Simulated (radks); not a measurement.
# Nd¹⁴⁺ in [Kr] 4d10: an all-electron calculation

One table from this session's results is given with a row withheld; the runs are named, their logs left out.

The numbers are computed with radks (a radial shooting solver on a logarithmic mesh, Libxc functionals) version 1 (Dirac Kohn-Sham, LDA (Slater exchange, VWN5 correlation), spin-unpolarised, spherical densities, point nucleus), except any that are marked as measured or tabulated.

## What is computed

| Item | Value |
| --- | --- |
| element | neodymium (Z = 60) |
| charge | +14 |
| electrons | 46 |
| configuration | [Kr] 4d10 |

The outer shells:

Nd¹⁴⁺
```
[Kr] core
4d [↑↓][↑↓][↑↓][↑↓][↑↓]
```

The first run:

Settings of this run:

```text
Z 60
configuration [Kr] 4d10
relativity Dirac
functional lda,vwn5
spin unpolarised
j_filling energy
nucleus point
c 137.035999084
```

Started as:

```sh
> python run_ks.py task.json out
```

All runs below come from this command, one after another.

One of the session's tables, all rows but one given; the rest of the session is left out.

It belongs to the step «Radial structure». Radial moments (bohr):

| level | <r> | outermost maximum (interpolated) | 90 % within | nodes |
| --- | --- | --- | --- | --- |
| 1s1/2 | ? | ? | ? | ? |
| 2s1/2 | 0.1006 | 0.0857 | 0.156 | 1 |
| 2p1/2 | 0.08425 | 0.0651 | 0.139 | 0 |
| 2p3/2 | 0.09067 | 0.0705 | 0.147 | 0 |
| 3s1/2 | 0.2661 | 0.244 | 0.391 | 2 |
| 3p1/2 | 0.2557 | 0.231 | 0.384 | 1 |
| 3p3/2 | 0.2681 | 0.243 | 0.401 | 1 |
| 3d3/2 | 0.2393 | 0.194 | 0.374 | 0 |
| 3d5/2 | 0.2432 | 0.197 | 0.379 | 0 |
| 4s1/2 | 0.5954 | 0.561 | 0.852 | 3 |
| 4p1/2 | 0.6073 | 0.566 | 0.879 | 2 |
| 4p3/2 | 0.6323 | 0.590 | 0.914 | 2 |
| 4d3/2 | 0.6604 | 0.599 | 0.979 | 1 |
| 4d5/2 | 0.6683 | 0.606 | 0.990 | 1 |

Estimate the missing values for 1s1/2.

As computed: <r>: 0.02364; outermost maximum (interpolated): 0.0151; 90 % within: 0.0427; nodes: 0. In the column «<r>» it is the lowest.
